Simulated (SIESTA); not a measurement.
## Cu under changes of volume

One of the cells (22.680 Å³/atom); the others are scaled copies at fixed shape and fractional positions:

```
CELL_PARAMETERS angstrom
2.52024 0.00000 0.00000
-1.26012 2.18259 0.00000
0.00000 0.00000 24.73835
ATOMIC_POSITIONS crystal
Cu 0.33333 0.66667 0.71039
Cu 0.66667 0.33333 0.54201
Cu 0.00000 0.00000 0.62624
Cu 0.33333 0.66667 0.45799
Cu 0.66667 0.33333 0.28961
Cu 0.00000 0.00000 0.37376
```

The slab is cut from a database's or a generator's crystal, which needn't be the stable form of the element.

```yaml
Program: SIESTA 5.4.2
Functional: PBEsol
Potentials_or_basis: PseudoDojo 0.4 standard (PBEsol files)
Basis: DZP (energy shift 0.003 Ry; two zetas on semicore shells)
Grid_cutoff: 800 Ry
Energy_shift: 0.003 Ry
k_mesh: 12 × 12 × 2
Occupations: fermi-dirac, width 0.05 eV
Spin: no spin polarisation
```

```csv
volume (Å³/atom),energy over the lowest point (meV/atom),largest force (eV/Å)
20.901,15.95,0.305
21.345,?,?
21.790,0.00,0.024
22.680,3.89,0.223
23.124,11.82,0.334
23.569,23.39,0.421
```

Q: What does the run at 21.345 Å³/atom give?

A: Energy over the lowest point 5.10 meV/atom; largest force 0.141 eV/Å.

Worked out: A Birch-Murnaghan fit of order 3 (a polynomial in V^(-2/3)) to the other rows has its minimum at 22.04 Å³/atom with B0 = V·E''(V) = 82 GPa and B' = 4.7 at fixed shape and positions, which overstates the stiffness. It gives 5.22 meV/atom at 21.345 Å³/atom, against the run's 5.10.

Energies are extrapolated to zero smearing.

Caveats: short orbitals over semicore shells can move pressures by several GPa; the basis of atomic orbitals isn't converged, which shifts pressures, moduli and gaps.
